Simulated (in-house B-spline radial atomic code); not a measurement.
# Excitations of Nd¹⁴⁺ as exact exchange is dialled in

The task here is to estimate one member of a computed series from the others.

The numbers are computed with in-house B-spline radial atomic code version 1 (linear response of a closed shell, each method with its own adiabatic kernel; spin-free one-electron X2C, finite nucleus; B-spline basis; no spin-orbit coupling, no double excitations; only terms of natural parity, (−1)^L, with L up to 3 are computed), except any that are marked as measured or tabulated.

**Starting point**

```
element       : neodymium (Z = 60)
charge        : +14
configuration : [Kr] 4d10
runs          : 0 % exact exchange; 10 % exact exchange; 20 % exact exchange; 30 % exact exchange; 40 % exact exchange; 50 % exact exchange; 60 % exact exchange; 70 % exact exchange; 80 % exact exchange; 90 % exact exchange; 100 % exact exchange
```

Outer shells as boxes (Hund's rule):

Nd¹⁴⁺
```
[Kr] core
4d [↑↓][↑↓][↑↓][↑↓][↑↓]
```

The first run:

Input settings:

```ini
Z = 60
electrons = 46.0
configuration = [Kr] 4d10
hamiltonian = x2c
method = pbeh
box_radius = 7.51
exact_exchange_fraction = 0.0
rms_radius = 4.9123
intervals = 67
```

On the command line:

```sh
$ python run_td.py task.json out
```

The settings of every run stand in task.json; they run in order.

Steps of the session up to this table: 0 % exact exchange.

One of the session's tables, all rows but one given; the rest of the session is left out.

It belongs to the step «0 % exact exchange». 

```
   state  full (eV)  Tamm-Dancoff (eV)
4d→4f ³P     119.83             119.90
4d→5s ³D          ?                  ?
4d→4f ³F     121.61             121.66
4d→5s ¹D     121.94             121.95
4d→4f ¹F     126.52             126.62
4d→5p ³P     148.18             148.20
4d→5p ³F     148.48             148.50
4d→5p ¹F     149.31             149.31
4d→5p ¹P     150.87             150.96
4d→4f ¹P     153.99             158.64
4d→5d ³S     187.68             187.72
4d→5d ³D     189.15             189.16
4d→5d ¹D     190.25             190.27
4d→5d ¹S     199.33             200.17
```

Q: Estimate the row for 4d→5s ³D from the others.

The run gave: full (eV): 120.84; Tamm-Dancoff (eV): 120.85. In the column «full (eV)» it lies between 4d→4f ³P (119.83) and 4d→4f ³F (121.61).
